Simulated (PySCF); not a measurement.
# C6H5F: electronic excitations and core binding energies

Wanted: the electronic excitations and core binding energies of C6H5F (`CC#C[C@H]1C=C1F`), by calculation.

Programs: PySCF 2.14.0, with density-fitted response routines of our own. Each step states its level of theory. These are calculated values for one molecule in the gas phase, unless marked as measured. Atoms count from 0, in the outputs and in this text.

## Step 1: The molecule as given

12 atoms, charge 0, multiplicity 1; geometry from: GFN2-xTB.

Bonds of the start (Å): C0–C1 1.45, C1–C2 1.20, C2–C3 1.43, C3–C4 1.54, C4–C5 1.29, C5–F6 1.32, C5–C3 1.49, C0–H7 1.09, C0–H8 1.09, C0–H9 1.09, C3–H10 1.09, C4–H11 1.06.

## Step 2: TDDFT and polarisability: CAM-B3LYP/def2-SVPD

What the job is given:

```
{"job": {"kind": "uv", "xc": "CAM-B3LYP", "basis": "def2-SVPD", "nstates": 8, "ntriplets": 3}, "charge": 0, "multiplicity": 1}
C      2.640086    -0.086680     0.338996
C      1.240840    -0.003939    -0.017405
C      0.082477     0.069718    -0.322677
C     -1.304920     0.161381    -0.675763
C     -2.345747    -0.697673     0.057434
C     -2.317031     0.562995     0.344474
F     -2.793321     1.581640     1.030913
H      3.204639    -0.554045    -0.467699
H      2.758557    -0.681755     1.244369
H      3.039184     0.911870     0.517430
H     -1.473153     0.413299    -1.721497
H     -2.730413    -1.677496     0.189525
```

Method: TDDFT CAM-B3LYP/def2-SVPD, vertical, gas phase, core orbitals frozen in the response.

Log:

```text
coarse grid: 10704 points
cycle   1  E = -330.8116596822  dE =  1.361e+00  |g| = 4.741e-01  |ddm| = 1.243e+01
cycle   2  E = -330.8191743531  dE = -7.515e-03  |g| = 4.838e-01  |ddm| = 2.958e+00
cycle   3  E = -330.8633989209  dE = -4.422e-02  |g| = 7.337e-02  |ddm| = 8.009e-01
cycle   4  E = -330.8644502150  dE = -1.051e-03  |g| = 2.789e-02  |ddm| = 1.708e-01
cycle   5  E = -330.8646275659  dE = -1.774e-04  |g| = 1.123e-02  |ddm| = 1.066e-01
cycle   6  E = -330.8646538581  dE = -2.629e-05  |g| = 3.950e-03  |ddm| = 3.893e-02
cycle   7  E = -330.8646577669  dE = -3.909e-06  |g| = 8.191e-04  |ddm| = 1.035e-02
final grid: 105712 points
cycle   8  E = -330.9272609268  dE = -2.965e-05  |g| = 3.218e-03  |ddm| = 1.402e-01
cycle   9  E = -330.9272607866  dE =  1.402e-07  |g| = 3.561e-03  |ddm| = 1.390e-02
cycle  10  E = -330.9272631704  dE = -2.384e-06  |g| = 4.849e-04  |ddm| = 4.763e-03
cycle  11  E = -330.9272632129  dE = -4.251e-08  |g| = 1.722e-04  |ddm| = 9.806e-04
cycle  12  E = -330.9272632185  dE = -5.557e-09  |g| = 9.238e-05  |ddm| = 4.499e-04
cycle  13  E = -330.9272632204  dE = -1.899e-09  |g| = 1.096e-05  |ddm| = 1.813e-04
cycle  14  E = -330.9272632204  dE = -3.115e-11  |g| = 4.974e-06  |ddm| = 3.981e-05
converged SCF energy = -330.9272632204

Static polarisability (au): isotropic 68.642, principal 52.850 58.559 94.517

Singlet excitations
state   eV       nm        f      main configurations
  1   6.2872    197.2   0.02266   H->L+1 0.21, H->L 0.18, H-1->L 0.14
  2   6.3534    195.1   0.01201   H->L+1 0.54, H-1->L+1 0.08, H->L+5 0.08
  3   6.5038    190.6   0.01421   H->L 0.26, H-1->L+1 0.18, H->L+5 0.10
  4   6.7075    184.8   0.02601   H->L+5 0.34, H->L 0.27, H-2->L+1 0.11
  5   6.8165    181.9   0.00221   H->L+2 0.21, H->L+3 0.13, H->L 0.13
  6   6.9454    178.5   0.03070   H-2->L 0.48, H-1->L 0.18, H-2->L+2 0.17
  7   7.0229    176.5   0.04710   H-2->L+1 0.52, H-1->L 0.14, H-2->L 0.12
  8   7.0760    175.2   0.01830   H-1->L 0.22, H-2->L+1 0.20, H-1->L+2 0.20

Triplet excitations (Tamm-Dancoff, eV): 4.5358 5.2317 5.8024
```

It took 48 s on 1 thread, shared host.

The orbitals next to the gap, with their largest atomic shares:

```csv
orbital,eV,atoms
HOMO−3,-11.50,"C3 27 %, C5 18 %, F6 17 %"
HOMO−2,-9.11,"C4 33 %, C5 26 %, C3 15 %"
HOMO−1,-8.78,"C2 37 %, C1 36 %, C0 7 %"
HOMO,-8.42,"C1 34 %, C2 31 %, C3 10 %"
LUMO,1.18,"C5 23 %, C4 14 %, C1 13 %"
LUMO+1,1.27,"C4 32 %, C5 29 %, H11 10 %"
LUMO+2,1.56,"C0 29 %, C1 12 %, H9 11 %"
```

With each of the 8 states as a Gaussian band of 0.4 eV half-width at 1/e, the curve within the window shown has maxima at 179 nm (ε 4,900) L/(mol cm). Beyond the last state computed it falls off for lack of states. The curve at chosen wavelengths:

nm, ε (L/mol/cm) and a bar:
```
      168       1771 ##########
      170       2540 ###############
      172       3333 ####################
      174       4036 #########################
      176       4550 ############################
      178       4825 ##############################
      180       4863 ##############################
      182       4712 #############################
      184       4440 ###########################
      186       4112 #########################
      188       3773 #######################
      190       3446 #####################
      192       3133 ###################
      193       2980 ##################
      195       2675 ################
      197       2364 ##############
      199       2049 ############
      201       1734 ##########
      203       1428 ########
      205       1144 ######
      207        890 #####
      209        672 ###
      211        494 ##
      213        352 #
      215        245 #
      217        166
```

Ground-state properties from the same run:

```csv
property,computed
dipole moment (D),1.38
polarisability (Å³),10.17
HOMO–LUMO gap (eV),9.60
−ε(HOMO) (eV),8.42
```

## Step 3: Core holes by ΔSCF: SCAN, X2C

The job, as its differences from that of step 2:

```diff
@@ -1,2 +1,2 @@
-{"job": {"kind": "uv", "xc": "CAM-B3LYP", "basis": "def2-SVPD", "nstates": 8, "ntriplets": 3}, "charge": 0, "multiplicity": 1}
+{"job": {"kind": "xps"}, "charge": 0, "multiplicity": 1}
 C      2.640086    -0.086680     0.338996
```

Level: delta-SCF UKS SCAN, pcX-2 on the ionised atom, pcseg-1 elsewhere, spin-free X2C.

Log:

```text
ground state, core basis on atom 0 (C), 154 functions
  cycle   1  E = -331.21490893  |g| = 5.50e-01
  cycle   2  E = -331.16113980  |g| = 7.16e-01
  cycle   3  E = -331.27681288  |g| = 2.14e-01
  cycle   4  E = -331.28843925  |g| = 6.17e-02
  cycle   5  E = -331.28917843  |g| = 2.89e-02
  cycle   6  E = -331.28934359  |g| = 9.35e-03
  cycle   7  E = -331.28935710  |g| = 5.59e-03
  cycle   8  E = -331.28936609  |g| = 1.42e-03
  cycle   9  E = -331.28936676  |g| = 4.59e-04
  E(ground) = -331.29632674 Eh
hole in C 1s of atom 0
  cycle   1  E = -320.02617892  |g| = 1.50e+00
  cycle   2  E = -317.81641019  |g| = 2.42e+00
  cycle   3  E = -320.05718087  |g| = 9.04e-01
  cycle   4  E = -320.40665608  |g| = 5.81e-01
  cycle   5  E = -320.56417084  |g| = 1.70e-01
  cycle   6  E = -320.57662139  |g| = 7.35e-02
  cycle   7  E = -320.57918858  |g| = 1.50e-02
  cycle   8  E = -320.57922196  |g| = 1.48e-02
  cycle   9  E = -320.57933636  |g| = 4.36e-03
  cycle  10  E = -320.57935479  |g| = 2.56e-03
  cycle  11  E = -320.57937187  |g| = 1.81e-03
  cycle  12  E = -320.57938016  |g| = 1.40e-03
  cycle  13  E = -320.57938594  |g| = 7.99e-04
  cycle  14  E = -320.57938810  |g| = 5.23e-04
  cycle  15  E = -320.57938897  |g| = 1.75e-04
  E(ion) = -320.58566952 Eh   <S^2> = 0.7709   hole on atom = 1.000   binding energy = 291.452 eV
ground state, core basis on atom 1 (C), 154 functions
  cycle   1  E = -331.29501682  |g| = 6.01e-02
  cycle   2  E = -331.29470944  |g| = 4.24e-02
  cycle   3  E = -331.29447286  |g| = 5.19e-02
  cycle   4  E = -331.29511857  |g| = 1.16e-02
  cycle   5  E = -331.29515570  |g| = 5.11e-04
  cycle   6  E = -331.29515643  |g| = 2.78e-04
  E(ground) = -331.30302476 Eh
hole in C 1s of atom 1
  cycle   1  E = -320.05952520  |g| = 1.51e+00
  cycle   2  E = -317.20795946  |g| = 2.49e+00
  cycle   3  E = -320.33020568  |g| = 7.12e-01
  cycle   4  E = -320.58057695  |g| = 3.48e-01
  cycle   5  E = -320.59601071  |g| = 3.03e-01
  cycle   6  E = -320.63848578  |g| = 4.87e-02
  cycle   7  E = -320.63968092  |g| = 2.56e-02
  cycle   8  E = -320.64003479  |g| = 1.35e-02
  cycle   9  E = -320.64023662  |g| = 8.60e-03
  cycle  10  E = -320.64033518  |g| = 6.75e-03
  cycle  11  E = -320.64040667  |g| = 3.27e-03
  cycle  12  E = -320.64041699  |g| = 1.81e-03
  cycle  13  E = -320.64042024  |g| = 6.86e-04
  cycle  14  E = -320.64042075  |g| = 2.41e-04
  E(ion) = -320.64722431 Eh   <S^2> = 0.8358   hole on atom = 1.000   binding energy = 289.959 eV
ground state, core basis on atom 2 (C), 154 functions
  cycle   1  E = -331.29490146  |g| = 6.40e-02
  cycle   2  E = -331.29354897  |g| = 7.92e-02
  cycle   3  E = -331.29450881  |g| = 4.98e-02
  cycle   4  E = -331.29512938  |g| = 9.71e-03
  cycle   5  E = -331.29515271  |g| = 1.63e-03
  cycle   6  E = -331.29515553  |g| = 4.00e-04
  E(ground) = -331.30316654 Eh
hole in C 1s of atom 2
  cycle   1  E = -320.06797473  |g| = 1.52e+00
  cycle   2  E = -318.82371635  |g| = 2.11e+00
  cycle   3  E = -320.40265353  |g| = 7.15e-01
  cycle   4  E = -320.55670901  |g| = 4.07e-01
  cycle   5  E = -320.63413973  |g| = 1.28e-01
  cycle   6  E = -320.64337684  |g| = 3.60e-02
  cycle   7  E = -320.64415888  |g| = 1.55e-02
  cycle   8  E = -320.64441528  |g| = 1.18e-02
  cycle   9  E = -320.64457096  |g| = 7.87e-03
  cycle  10  E = -320.64467943  |g| = 5.60e-03
  cycle  11  E = -320.64472155  |g| = 2.45e-03
  cycle  12  E = -320.64472441  |g| = 1.68e-03
  cycle  13  E = -320.64472711  |g| = 5.09e-04
  cycle  14  E = -320.64472802  |g| = 1.88e-04
  E(ion) = -320.65161226 Eh   <S^2> = 0.8345   hole on atom = 1.000   binding energy = 289.844 eV
ground state, core basis on atom 3 (C), 154 functions
  cycle   1  E = -331.29226524  |g| = 6.12e-02
  cycle   2  E = -331.29158459  |g| = 5.68e-02
  cycle   3  E = -331.29162985  |g| = 5.50e-02
  cycle   4  E = -331.29240664  |g| = 1.03e-02
  cycle   5  E = -331.29243194  |g| = 1.26e-03
  cycle   6  E = -331.29243226  |g| = 4.97e-04
  E(ground) = -331.29911591 Eh
hole in C 1s of atom 3
  cycle   1  E = -319.99177438  |g| = 1.51e+00
  cycle   2  E = -318.77628336  |g| = 2.16e+00
  cycle   3  E = -320.34211903  |g| = 6.85e-01
  cycle   4  E = -320.43677789  |g| = 4.90e-01
  cycle   5  E = -320.55545972  |g| = 1.14e-01
  cycle   6  E = -320.56041993  |g| = 5.39e-02
  cycle   7  E = -320.56147788  |g| = 1.48e-02
  cycle   8  E = -320.56159261  |g| = 6.59e-03
  cycle   9  E = -320.56163522  |g| = 4.00e-03
  cycle  10  E = -320.56165308  |g| = 3.52e-03
  cycle  11  E = -320.56167278  |g| = 1.87e-03
  cycle  12  E = -320.56168284  |g| = 1.20e-03
  cycle  13  E = -320.56168819  |g| = 7.23e-04
  cycle  14  E = -320.56168982  |g| = 3.98e-04
  E(ion) = -320.56797184 Eh   <S^2> = 0.7812   hole on atom = 1.000   binding energy = 292.009 eV
ground state, core basis on atom 4 (C), 154 functions
  cycle   1  E = -331.29318164  |g| = 5.78e-02
  cycle   2  E = -331.29300022  |g| = 3.15e-02
  cycle   3  E = -331.29271314  |g| = 4.57e-02
  cycle   4  E = -331.29324091  |g| = 6.45e-03
  cycle   5  E = -331.29325287  |g| = 1.12e-03
  cycle   6  E = -331.29325228  |g| = 5.42e-04
  cycle   7  E = -331.29325239  |g| = 1.61e-04
  E(ground) = -331.30076570 Eh
hole in C 1s of atom 4
  cycle   1  E = -320.02204438  |g| = 1.51e+00
  cycle   2  E = -316.99389339  |g| = 2.57e+00
  cycle   3  E = -320.10230908  |g| = 9.07e-01
  cycle   4  E = -320.47932203  |g| = 5.06e-01
  cycle   5  E = -320.53892186  |g| = 3.56e-01
  cycle   6  E = -320.59440655  |g| = 1.44e-01
  cycle   7  E = -320.60487486  |g| = 2.67e-02
  cycle   8  E = -320.60526650  |g| = 9.45e-03
  cycle   9  E = -320.60534259  |g| = 4.84e-03
  cycle  10  E = -320.60536912  |g| = 3.32e-03
  cycle  11  E = -320.60538091  |g| = 2.38e-03
  cycle  12  E = -320.60538659  |g| = 1.26e-03
  cycle  13  E = -320.60538820  |g| = 3.77e-04
  E(ion) = -320.61272702 Eh   <S^2> = 0.7950   hole on atom = 1.000   binding energy = 290.836 eV
ground state, core basis on atom 5 (C), 154 functions
  cycle   1  E = -331.29746723  |g| = 6.03e-02
  cycle   2  E = -331.29692759  |g| = 5.18e-02
  cycle   3  E = -331.29697678  |g| = 5.00e-02
  cycle   4  E = -331.29759143  |g| = 5.44e-03
  cycle   5  E = -331.29759725  |g| = 1.68e-03
  cycle   6  E = -331.29759783  |g| = 6.63e-04
  cycle   7  E = -331.29760012  |g| = 1.40e-04
  E(ground) = -331.30479621 Eh
hole in C 1s of atom 5
  cycle   1  E = -319.94539150  |g| = 1.52e+00
  cycle   2  E = -314.19382089  |g| = 3.11e+00
  cycle   3  E = -319.38697663  |g| = 1.51e+00
  cycle   4  E = -320.45538206  |g| = 4.10e-01
  cycle   5  E = -320.42570768  |g| = 4.95e-01
  cycle   6  E = -320.50932965  |g| = 1.77e-01
  cycle   7  E = -320.52384299  |g| = 5.08e-02
  cycle   8  E = -320.52466958  |g| = 3.77e-02
  cycle   9  E = -320.52549952  |g| = 9.71e-03
  cycle  10  E = -320.52565681  |g| = 7.55e-03
  cycle  11  E = -320.52581203  |g| = 4.86e-03
  cycle  12  E = -320.52586126  |g| = 2.67e-03
  cycle  13  E = -320.52587009  |g| = 9.36e-04
  cycle  14  E = -320.52587184  |g| = 3.80e-04
  E(ion) = -320.53292464 Eh   <S^2> = 0.8500   hole on atom = 1.000   binding energy = 293.118 eV
ground state, core basis on atom 6 (F), 154 functions
  cycle   1  E = -331.33588229  |g| = 1.22e-01
  cycle   2  E = -331.33410681  |g| = 1.07e-01
  cycle   3  E = -331.33462682  |g| = 8.89e-02
  cycle   4  E = -331.33622792  |g| = 1.65e-02
  cycle   5  E = -331.33629090  |g| = 7.18e-04
  cycle   6  E = -331.33629078  |g| = 3.54e-04
  E(ground) = -331.34515469 Eh
hole in F 1s of atom 6
  cycle   1  E = -304.93357176  |g| = 2.58e+00
  cycle   2  E = -303.23983141  |g| = 2.70e+00
  cycle   3  E = -304.74215826  |g| = 1.31e+00
  cycle   4  E = -305.68522033  |g| = 5.64e-01
  cycle   5  E = -305.79850309  |g| = 2.83e-01
  cycle   6  E = -305.82972478  |g| = 1.52e-01
  cycle   7  E = -305.83942230  |g| = 6.42e-02
  cycle   8  E = -305.84172683  |g| = 8.28e-03
  cycle   9  E = -305.84177986  |g| = 3.38e-03
  cycle  10  E = -305.84179927  |g| = 2.45e-03
  cycle  11  E = -305.84181770  |g| = 2.19e-03
  cycle  12  E = -305.84185046  |g| = 2.00e-03
  cycle  13  E = -305.84191397  |g| = 1.69e-03
  cycle  14  E = -305.84192416  |g| = 1.31e-03
  cycle  15  E = -305.84193294  |g| = 1.16e-03
  cycle  16  E = -305.84194368  |g| = 7.07e-04
  cycle  17  E = -305.84194503  |g| = 3.34e-04
  E(ion) = -305.85663154 Eh   <S^2> = 0.7816   hole on atom = 1.000   binding energy = 693.578 eV
```

Wall time 2.3 min (1 thread, shared host).

Binding energies by hole, beside the orbital energy of the ground state; the difference holds orbital relaxation and, for a density functional, its self-interaction error:

```csv
hole,stands for,environment,ΔSCF (eV),−ε (eV),⟨S²⟩
C1s on C0,C0,propargylic methyl carbon,291.45,274.1,0.771
C1s on C1,C1,alkyne carbon,289.96,273.4,0.836
C1s on C2,C2,alkyne carbon,289.84,273.1,0.834
C1s on C3,C3,three-membered-ring carbon,292.01,275.2,0.781
C1s on C4,C4,alkene CH,290.84,274.4,0.795
C1s on C5,C5,fully substituted alkene carbon,293.12,276.5,0.850
F1s on F6,F6,vinylic fluorine,693.58,668.1,0.782
```

## Step 4: What came out

| quantity | value |
| --- | --- |
| lowest singlet (CAM-B3LYP/def2-SVPD) | 6.29 eV (197 nm), f = 0.023 |
| brightest single state of those computed | state 7, 7.02 eV, f = 0.047 |
| lowest triplet | 4.54 eV |
| C1s binding energies, SCAN/pcX-2 | C5 293.12, C3 292.01, C0 291.45, C4 290.84, C1 289.96, C2 289.84 eV |
| F1s binding energies, SCAN/pcX-2 | F6 693.58 eV |

What this shows: The first singlet state (HOMO→LUMO+1 0.21, HOMO→LUMO 0.18) lies at 6.29 eV and is weak; of the 8 states computed, the strongest absorption comes from state 7 at 7.02 eV. The lowest triplet lies 1.75 eV below the lowest singlet (triplets in Tamm-Dancoff, singlets in full TDDFT). The C1s levels kept as sound span 3.27 eV, from C2 (alkyne carbon) up to C5 (fully substituted alkene carbon).
